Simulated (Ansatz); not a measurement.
# BrH₅O₂Si₂: basis-set convergence

An exercise on one series of results from a longer session: the logs are not shown, and one member is left open.

Program: Ansatz 0.2.0, Gaussian basis. Level of theory: one geometry, several basis sets. These are calculated values, not measurements.

Plan: PBE0-D4/def2-SVP; ωB97M-V/def2-SVP; PBE0-D4/def2-QZVPP; ωB97M-V/def2-QZVPP; the functionals' def2-TZVPP values are taken from earlier runs.

## The relaxed structure

All runs share one geometry, relaxed beforehand with PBE0-D4 in a triple-zeta def2 set.

SMILES `O[Si](O)([SiH3])Br`, 10 atoms, charge 0, spin multiplicity 1.

Atoms are counted from 1 here; the program's logs count them from 0.

Bond lengths: O1–Si2 1.627 Å, O1–H6 0.960 Å, Si2–O3 1.638 Å, Si2–Si4 2.331 Å, Si2–Br5 2.247 Å, O3–H7 0.959 Å, Si4–H8 1.487 Å, Si4–H9 1.485 Å, Si4–H10 1.486 Å. Angles: Si2–O1–H6 118.3°, O1–Si2–O3 108.8°, O1–Si2–Si4 107.7°, O1–Si2–Br5 111.0°, O3–Si2–Si4 115.0°, O3–Si2–Br5 106.4°, Si4–Si2–Br5 108.1°, Si2–O3–H7 117.5°, Si2–Si4–H8 108.2°, Si2–Si4–H9 109.7°, Si2–Si4–H10 110.4°, H8–Si4–H9 109.4°, H8–Si4–H10 109.3°, H9–Si4–H10 109.8°.

Set-up of the first run:

File in.yaml:

```yaml
crystal:
  periodic: [false, false, false]
  atoms:
    - {symbol: O, position_ang: [-0.660928, 1.461105, 1.111304]}
    - {symbol: Si, position_ang: [-0.349670, 0.521439, -0.180127]}
    - {symbol: O, position_ang: [0.502199, 1.394273, -1.273395]}
    - {symbol: Si, position_ang: [0.715235, -1.406155, 0.585037]}
    - {symbol: Br, position_ang: [-2.251667, -0.094060, -1.205323]}
    - {symbol: H, position_ang: [-1.044622, 2.328598, 0.962124]}
    - {symbol: H, position_ang: [0.354110, 1.206357, -2.201946]}
    - {symbol: H, position_ang: [1.006560, -2.272860, -0.587155]}
    - {symbol: H, position_ang: [-0.177424, -2.130450, 1.524931]}
    - {symbol: H, position_ang: [1.989406, -1.059346, 1.267448]}
basis:
  gaussian: {orbitals: def2-SVP}
hamiltonian: {xc: pbe0, dispersion: d4}
output: {orbitals: {seedname: orbitals}}
```

Command:

```sh
ansatz run in.yaml --threads 4 --pin off --events-out ev --progress --plain --max-ram 10444MiB
```

Among the steps run: PBE0-D4 in def2-SVP; ωB97M-V in def2-SVP; PBE0-D4 in def2-QZVPP; ωB97M-V in def2-QZVPP.

One of the session's tables, all rows but one given; the rest of the session is left out.

It belongs to the step «Density functionals: the series». 

| functional | basis | HOMO (eV) | LUMO (eV) |
| --- | --- | --- | --- |
| PBE0-D4 | def2-SVP | -8.03 | 0.26 |
| PBE0-D4 | def2-TZVPP | -8.14 | -0.06 |
| PBE0-D4 | def2-QZVPP | -8.16 | -0.16 |
| ωB97M-V | def2-SVP | -10.06 | 2.18 |
| ωB97M-V | def2-TZVPP | ? | ? |
| ωB97M-V | def2-QZVPP | -10.22 | 1.32 |

**Question.** Estimate the row for ωB97M-V, def2-TZVPP.

As computed: HOMO (eV): -10.20; LUMO (eV): 1.72. In the column «HOMO (eV)» it lies between ωB97M-V, def2-QZVPP (-10.22) and ωB97M-V, def2-SVP (-10.06).
